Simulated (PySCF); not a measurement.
# YbSe: bond curves at several levels of theory

What are the lowest state that PBE0 finds, the bond length, vibrational wavenumber and bond energy of YbSe, and how much do these hang on the method?

Method: Yb x2c-SVPall, Se x2c-SVPall, spin-free X2C with a Gaussian nucleus; program: PySCF 2.14.0.

## (1) Set-up

Settings of the job:

- atoms: Yb, Se
- charge: 0
- basis: Yb x2c-SVPall, Se x2c-SVPall
- Hamiltonian: spin-free X2C with a Gaussian nucleus
- basis functions: 117
- electrons treated: 104
- masses in u: 173.9389, 79.9165
- levels: PBE0, PBE, r²SCAN, B2PLYP, TPSS, ωB97X, HF, MP2, SCS-MP2, CCSD, CCSD(T)
- grid: 80 radial by 434 angular points
- occupations: held fixed by the projection of orbital angular momentum
- dissociation limit: Yb + Se, each in its ground configuration
- starting distance in angstrom: 2.401
- values of 2S to try: 0, 2

Launch:

```sh
> OMP_NUM_THREADS=4 python dia.py task.json out
```

After this run come: The PBE0 curve of the state that the search chose; Higher solutions at PBE0; PBE; r²SCAN (meta-GGA); B2PLYP; TPSS (meta-GGA); ωB97X (range-separated hybrid); RHF (mean field); Adding correlation.

**Question.** What will these runs give? Wanted: for each run, Re; ωe; De; μ.

The runs gave:

Lowest PBE0 solution found, without spin–orbit coupling: ¹Σ⁺ (singlet), closed shell, about 13.9 electrons in the 4f shell (Mulliken). State 3 has its PBE0 minimum 1.15 eV higher. The other levels ran on the lowest alone.

```csv
level,Re (Å),ωe (cm⁻¹),De (eV),μ (D)
RHF,2.539,252.9,0.94,-12.01
RHF-MP2,2.466,255.0,2.49,n/a
RHF-SCS-MP2,2.489,248.3,2.22,n/a
RHF-CCSD,2.475,251.9,2.08,n/a
PBE,2.466,254.0,3.22,-7.48
TPSS,2.459,258.7,3.43,-8.01
r²SCAN,2.448,264.8,3.39,-8.15
PBE0,2.474,255.5,2.84,-9.07
ωB97X,2.466,263.9,2.48,-9.82
B2PLYP,2.486,246.9,2.60,-9.79
```

De is counted to Yb + Se in their ground configurations. A positive dipole means Yb(−)Se(+). No constants: RHF-CCSD(T) (the points don't follow one smooth fit).

The methods spread over 0.091 Å in bond length, from r²SCAN to RHF. Of the levels with a De here, RHF gives the least (0.94 eV) and TPSS the most (3.43 eV).

Correlated steps freeze 27 core orbitals. These are scalar-relativistic numbers at best; spin–orbit coupling would shift them, the dissociation energy most. B2PLYP dipoles, levels and charges come from its SCF part alone. T1 is 0.074 near the minimum (highest on the curve 0.125), which may point to more than one leading configuration.
